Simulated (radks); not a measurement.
# Valence configurations of Cu⁺

NIST gives [Ar] 3d10 as the ground configuration of Cu⁺. Does this level of theory agree? Several fillings of the valence shells are run.

Method: scalar-relativistic Kohn-Sham, PBEsol, spin-polarised, spherical densities, point nucleus; open shells are filled with parallel spins first. Code: radks (a radial shooting solver on a logarithmic mesh, Libxc functionals) version 1.

## (1) The system

```
element       : copper (Z = 29)
charge        : +1
electrons     : 28
configuration : [Ar] 3d10
others tried  : 3d9.5 4p0.5; 3d9 4s1; 3d9 4p1; 3d8 4p2; 3d8 4s2; 3d8.5 4s1 4p0.5; 3d8 4s1 4p1
```

Outer shells as boxes (Hund's rule):

Cu⁺
```
[Ar] core
3d [↑↓][↑↓][↑↓][↑↓][↑↓]
```

In the logs a row gives level, spin channel, occupation and eigenvalue; Etot, Ekin, Encl (electron-nucleus), Eh (Hartree) and Exc are energies, all in hartree; err is the last residual, it the number of iterations.

## (2) [Ar] 3d10

Input:

```text
Z 29
configuration [Ar] 3d10
relativity scalar-relativistic
functional pbe_sol,pbe_sol
spin polarised
nucleus point
c 137.035999084
```

Started as:

```
python run_ks.py task.json out
```

This one command runs every case of the session in turn.

Standard output:

```text
1s      1   1.0000        -325.28909036
2s      1   1.0000         -39.31315078
2p      1   3.0000         -33.98450217
3s      1   1.0000          -4.51954571
3p      1   3.0000          -2.96243100
3d      1   5.0000          -0.50135194
1s      2   1.0000        -325.28909036
2s      2   1.0000         -39.31315078
2p      2   3.0000         -33.98450217
3s      2   1.0000          -4.51954571
3p      2   3.0000          -2.96243100
3d      2   5.0000          -0.50135194
Etot -1653.1926291521634
Ekin 1677.6184508733893
Encl -3973.56942991327
Eh 708.7596493805584
Exc -66.00129949284116
err 3.023272366115239e-09
it 17
```

Run time: 0.23 s. Hardware: 1 thread of Arm Neoverse N1, shared host; peak memory 0.24 GiB.

The top filled level is 3d, -13.642 eV.

From the orbitals of this run (lengths in bohr):

| level | occupation | energy (eV) | <r> | outermost maximum (interpolated) | 90 % within | nodes |
| --- | --- | --- | --- | --- | --- | --- |
| 1s | 2 | -8851.6 | 0.05216 | 0.0341 | 0.0932 | 0 |
| 2s | 2 | -1069.8 | 0.2354 | 0.197 | 0.364 | 1 |
| 2p | 6 | -924.77 | 0.2065 | 0.158 | 0.338 | 0 |
| 3s | 2 | -122.98 | 0.7133 | 0.614 | 1.07 | 2 |
| 3p | 6 | -80.612 | 0.7511 | 0.620 | 1.16 | 1 |
| 3d | 10 | -13.642 | 1.013 | 0.603 | 1.82 | 0 |

Radial density 4πr²ρ:

| r (bohr) | 4πr²ρ (e/bohr) |
| --- | --- |
| 0.00222 | 1.034 |
| 0.00320 | 2.005 |
| 0.00463 | 3.790 |
| 0.00669 | 6.905 |
| 0.00967 | 11.93 |
| 0.0140 | 19.12 |
| 0.0203 | 27.66 |
| 0.0294 | 34.10 |
| 0.0425 | 34.67 |
| 0.0614 | 29.89 |
| 0.0886 | 28.61 |
| 0.128 | 36.42 |
| 0.185 | 39.25 |
| 0.270 | 25.62 |
| 0.389 | 17.77 |
| 0.563 | 22.35 |
| 0.813 | 17.98 |
| 1.17 | 7.835 |
| 1.70 | 2.400 |
| 2.45 | 0.5975 |
| 3.57 | 0.08910 |

## (3) [Ar] 3d9.5 4p0.5

Settings, as their differences from step 2:

```diff
@@ -1,3 +1,3 @@
 Z 29
-configuration [Ar] 3d10
+configuration [Ar] 3d9.5 4p0.5
 relativity scalar-relativistic
```

Standard output:

```text
1s      1   1.0000        -325.42527594
2s      1   1.0000         -39.46310225
2p      1   3.0000         -34.13229111
3s      1   1.0000          -4.66761930
3p      1   3.0000          -3.10799925
3d      1   5.0000          -0.63307342
4p      1   0.5000          -0.28660864
1s      2   1.0000        -325.42484160
2s      2   1.0000         -39.45278479
2p      2   3.0000         -34.12429147
3s      2   1.0000          -4.64769430
3p      2   3.0000          -3.08822721
3d      2   4.5000          -0.61253701
4p      2   0.0000          -0.25835168
Etot -1653.045359330575
Ekin 1677.4859298483134
Encl -3969.685379362256
Eh 704.9936394482245
Exc -65.83954926485703
err 2.184591274960757e-09
it 17
```

Run time: 0.25 s. Hardware: 1 thread of Arm Neoverse N1, shared host; peak memory 0.24 GiB.

Energy against step 2 ([Ar] 3d10): +4.007 eV. The top filled level is 4p up, -7.799 eV.

## (4) [Ar] 3d9 4s1

Input:

```text
Z 29
configuration [Ar] 3d9 4s1
relativity scalar-relativistic
functional pbe_sol,pbe_sol
spin polarised
nucleus point
c 137.035999084
```

Standard output:

```text
1s      1   1.0000        -325.50871610
2s      1   1.0000         -39.56683308
2p      1   3.0000         -34.23327065
3s      1   1.0000          -4.76144323
3p      1   3.0000          -3.19888027
3d      1   5.0000          -0.71296683
4s      1   1.0000          -0.52259157
1s      2   1.0000        -325.50685201
2s      2   1.0000         -39.54475718
2p      2   3.0000         -34.21626002
3s      2   1.0000          -4.71900461
3p      2   3.0000          -3.15638940
3d      2   4.0000          -0.66697123
4s      2   0.0000          -0.46474723
Etot -1653.0897497398344
Ekin 1677.5516810041095
Encl -3967.6405324312445
Eh 702.7341310803433
Exc -65.73502939304254
err 4.50806127305874e-09
it 16
```

Run time: 0.23 s. Hardware: 1 thread of Arm Neoverse N1, shared host; peak memory 0.24 GiB.

E − E(step 2, [Ar] 3d10) = +2.799 eV. Highest occupied level: 4s up at -14.220 eV.

## (5) [Ar] 3d9 4p1

Input:

```text
Z 29
configuration [Ar] 3d9 4p1
relativity scalar-relativistic
functional pbe_sol,pbe_sol
spin polarised
nucleus point
c 137.035999084
```

Standard output:

```text
1s      1   1.0000        -325.57154700
2s      1   1.0000         -39.62614062
2p      1   3.0000         -34.29283736
3s      1   1.0000          -4.82469603
3p      1   3.0000          -3.26200831
3d      1   5.0000          -0.77249850
4p      1   1.0000          -0.33141547
1s      2   1.0000        -325.57052011
2s      2   1.0000         -39.60420122
2p      2   3.0000         -34.27577294
3s      2   1.0000          -4.78264090
3p      2   3.0000          -3.22029075
3d      2   4.0000          -0.72983525
4p      2   0.0000          -0.28097802
Etot -1652.8647489080322
Ekin 1677.3217165533479
Encl -3965.5313511293025
Eh 701.0207933375323
Exc -65.67590766960991
err 2.1280552075619234e-09
it 16
```

Run time: 0.24 s. Hardware: 1 thread of Arm Neoverse N1, shared host; peak memory 0.24 GiB.

E − E(step 2, [Ar] 3d10) = +8.922 eV. 4p up is the highest filled level (-9.018 eV).

## (6) [Ar] 3d8 4p2

Input:

```text
Z 29
configuration [Ar] 3d8 4p2
relativity scalar-relativistic
functional pbe_sol,pbe_sol
spin polarised
nucleus point
c 137.035999084
```

Standard output:

```text
1s      1   1.0000        -325.89339248
2s      1   1.0000         -39.99030703
2p      1   3.0000         -34.65116213
3s      1   1.0000          -5.16203676
3p      1   3.0000          -3.59184905
3d      1   5.0000          -1.07389262
4p      1   2.0000          -0.40963617
1s      2   1.0000        -325.89064301
2s      2   1.0000         -39.94161816
2p      2   3.0000         -34.61304988
3s      2   1.0000          -5.06997644
3p      2   3.0000          -3.50050711
3d      2   3.0000          -0.98135523
4p      2   0.0000          -0.31899179
Etot -1652.3823728837322
Ekin 1676.8788529088592
Encl -3956.445208557213
Eh 692.5314414440542
Exc -65.3474586794326
err 5.049484706200525e-09
it 15
```

Run time: 0.22 s. Hardware: 1 thread of Arm Neoverse N1, shared host; peak memory 0.24 GiB.

Energy against step 2 ([Ar] 3d10): +22.048 eV. Highest occupied level: 4p up at -11.147 eV.

## (7) [Ar] 3d8 4s2

Input:

```text
Z 29
configuration [Ar] 3d8 4s2
relativity scalar-relativistic
functional pbe_sol,pbe_sol
spin polarised
nucleus point
c 137.035999084
```

Standard output:

```text
1s      1   1.0000        -325.78193316
2s      1   1.0000         -39.88436962
2p      1   3.0000         -34.54468399
3s      1   1.0000          -5.05000956
3p      1   3.0000          -3.47974026
3d      1   5.0000          -0.96329592
4s      1   1.0000          -0.57595487
1s      2   1.0000        -325.78166077
2s      2   1.0000         -39.83634617
2p      2   3.0000         -34.50839825
3s      2   1.0000          -4.96108650
3p      2   3.0000          -3.39255702
3d      2   3.0000          -0.88182641
4s      2   1.0000          -0.56068100
Etot -1652.83140191422
Ekin 1677.331590067417
Encl -3960.2367364442507
Eh 695.4748768271922
Exc -65.40113236457853
err 4.018282222736066e-10
it 16
```

Wall time 0.24 s (1 thread of Arm Neoverse N1, shared host); peak memory 0.24 GiB.

Energy against step 2 ([Ar] 3d10): +9.829 eV. The top filled level is 4s down, -15.257 eV.

## (8) [Ar] 3d8.5 4s1 4p0.5

Input:

```text
Z 29
configuration [Ar] 3d8.5 4s1 4p0.5
relativity scalar-relativistic
functional pbe_sol,pbe_sol
spin polarised
nucleus point
c 137.035999084
```

Standard output:

```text
1s      1   1.0000        -325.66714467
2s      1   1.0000         -39.74447325
2p      1   3.0000         -34.40815967
3s      1   1.0000          -4.92900557
3p      1   3.0000          -3.36299444
3d      1   5.0000          -0.86231478
4s      1   1.0000          -0.58163522
4p      1   0.5000          -0.34270108
1s      2   1.0000        -325.66450928
2s      2   1.0000         -39.70951286
2p      2   3.0000         -34.38109600
3s      2   1.0000          -4.86241478
3p      2   3.0000          -3.29658495
3d      2   3.5000          -0.79272743
4s      2   0.0000          -0.50263321
4p      2   0.0000          -0.27011701
Etot -1652.8856348688064
Ekin 1677.3676300624934
Encl -3963.177073156123
Eh 698.4924214484586
Exc -65.56861322363554
err 6.560313798401631e-10
it 16
```

Run time: 0.25 s. Hardware: 1 thread of Arm Neoverse N1, shared host; peak memory 0.24 GiB.

Energy against step 2 ([Ar] 3d10): +8.354 eV. The top filled level is 4p up, -9.325 eV.

## (9) [Ar] 3d8 4s1 4p1

Input:

```text
Z 29
configuration [Ar] 3d8 4s1 4p1
relativity scalar-relativistic
functional pbe_sol,pbe_sol
spin polarised
nucleus point
c 137.035999084
```

Standard output:

```text
1s      1   1.0000        -325.83514022
2s      1   1.0000         -39.93458812
2p      1   3.0000         -34.59525070
3s      1   1.0000          -5.10371879
3p      1   3.0000          -3.53383534
3d      1   5.0000          -1.01889624
4s      1   1.0000          -0.63744368
4p      1   1.0000          -0.38310298
1s      2   1.0000        -325.83154745
2s      2   1.0000         -39.88557894
2p      2   3.0000         -34.55716537
3s      2   1.0000          -5.01109426
3p      2   3.0000          -3.44162469
3d      2   3.0000          -0.92372934
4s      2   0.0000          -0.53848631
4p      2   0.0000          -0.29057663
Etot -1652.6383093241222
Ekin 1677.1424825238228
Encl -3958.4623621506707
Eh 694.0848933821535
Exc -65.4033230794278
err 4.68627778412417e-10
it 16
```

It took 0.25 s on 1 thread of Arm Neoverse N1, shared host; peak memory 0.24 GiB.

Energy against step 2 ([Ar] 3d10): +15.084 eV. 4p up is the highest filled level (-10.425 eV).

## (10) All runs together

| valence | E − E(NIST configuration) (eV) | moment (μB) | highest level | its energy (eV) | 1s shift (eV) |
| --- | --- | --- | --- | --- | --- |
| 3d10 | 0.000 | 0 | 3d | -13.642 | +0.00 |
| 3d9 4s1 | 2.799 | 2 | 4s up | -14.220 | -5.98 |
| 3d9.5 4p0.5 | 4.007 | 1 | 4p up | -7.799 | -3.71 |
| 3d8.5 4s1 4p0.5 | 8.354 | 3 | 4p up | -9.325 | -10.29 |
| 3d9 4p1 | 8.922 | 2 | 4p up | -9.018 | -7.69 |
| 3d8 4s2 | 9.829 | 2 | 4s down | -15.257 | -13.41 |
| 3d8 4s1 4p1 | 15.084 | 4 | 4p up | -10.425 | -14.86 |
| 3d8 4p2 | 22.048 | 4 | 4p up | -11.147 | -16.44 |

In words: Theory agrees with NIST among these: the next, 3d9 4s1, lies 2.799 eV higher. The energies are those of spherical high-spin densities, not of single terms. The 1s eigenvalue shifts by up to 16.44 eV as the valence charge is rearranged.
